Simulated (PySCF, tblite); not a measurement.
# C₄H₆FNSi: geometry, infrared bands and NMR shifts

What infrared bands and NMR shifts should C₄H₆FNSi (`N#C[Si@@H]1C[C@@H]1CF`) show?

The runs use tblite 0.8.0 and PySCF 2.14.0, with density-fitted response routines of our own; the level of theory stands in each step. All values are computed, except where a source is named. Atoms count from 0, in the outputs and in this text.

### 1 Starting geometry

13 atoms, charge 0, multiplicity 1; geometry from: force field or distance geometry start.

Bonds of the start (Å): N0–C1 1.16, C1–Si2 1.88, Si2–C3 2.29, C3–C4 1.49, C4–C5 1.49, C5–F6 1.36, C4–Si2 1.79, Si2–H7 1.48, C3–H8 1.09, C3–H9 1.07, C4–H10 1.09, C5–H11 1.09, C5–H12 1.09.

### 2 Relaxing the molecule with GFN2-xTB

Job settings and geometry (Å):

```
{"job": {"kind": "relax", "xc": "GFN2-xTB", "basis": "xTB"}, "charge": 0, "multiplicity": 1}
N      3.020600     1.521300     0.349600
C      2.251100     0.649200     0.402400
Si     1.021200    -0.770900     0.507800
C     -0.246700    -0.436900    -1.373000
C     -0.682900    -0.474000     0.055400
C     -1.338100     0.746300     0.604400
F     -1.384900     0.615200     1.956000
H      1.578100    -2.096700     0.170200
H      0.005000    -1.379700    -1.862600
H      0.277400     0.419700    -1.750100
H     -1.338800    -1.308300     0.293700
H     -0.801100     1.671200     0.378000
H     -2.365200     0.844200     0.250400
```

Started as:

```bash
OMP_NUM_THREADS=1 python probes_run.py task.json out
```

This one command runs all jobs of the session in turn.

**Question.** This job is followed by: GFN2-xTB harmonic vibrations, gas phase; GIAO PBE0/pcSseg-1 NMR shielding, non-relativistic, gas phase. What will the session give for the following? strongest single infrared mode (GFN2-xTB); zero-point energy (GFN2-xTB); ¹³C shifts against TMS (PBE0/pcSseg-1); ¹H shifts against TMS (PBE0/pcSseg-1); ¹⁵N shifts against NH3 (PBE0/pcSseg-1); ²⁹Si shifts against TMS (PBE0/pcSseg-1); ¹⁹F shifts against CFCl3 (PBE0/pcSseg-1); surface potential, 1st and 99th percentile.

As calculated:

```
                                 quantity                                   value
strongest single infrared mode (GFN2-xTB)                   2408 cm⁻¹, 249 km/mol
             zero-point energy (GFN2-xTB)                           56.2 kcal/mol
   ¹³C shifts against TMS (PBE0/pcSseg-1)              122.2, 87.6, 17.9, 1.9 ppm
    ¹H shifts against TMS (PBE0/pcSseg-1)  5.53, 4.37, 3.51, 1.71, 0.97, 0.60 ppm
   ¹⁵N shifts against NH3 (PBE0/pcSseg-1)                               367.8 ppm
  ²⁹Si shifts against TMS (PBE0/pcSseg-1)                              -143.5 ppm
 ¹⁹F shifts against CFCl3 (PBE0/pcSseg-1)                              -230.8 ppm
    surface potential, 1st and 99th percentile                      -1.63 V and 1.56 V
```

What this shows: Relaxing lowered the energy by 1.327 eV in 70 steps; the close pair that moved most is Si2–C3, from 2.293 to 1.886 Å. All 33 modes are real, so the xTB geometry is a minimum. The strongest single mode, at 2408 cm⁻¹, moves mainly H7. Unscaled tight-binding wavenumbers are off by several per cent, some by more. Its intensities can rank the bands wrongly. The most deshielded carbon is C1 (nitrile carbon), at 122.2 ppm: this is the usual window of a C≡N carbon, which has no attached hydrogen. At PBE0/pcSseg-1: The largest span, 631 ppm, is at N0, where the paramagnetic term is -437 ppm. At PBE0/pcSseg-1, counted by nearest atom on the grid, the HOMO lies on Si2 28 %; C4 22 %, the LUMO on Si2 22 %; C1 21 %.
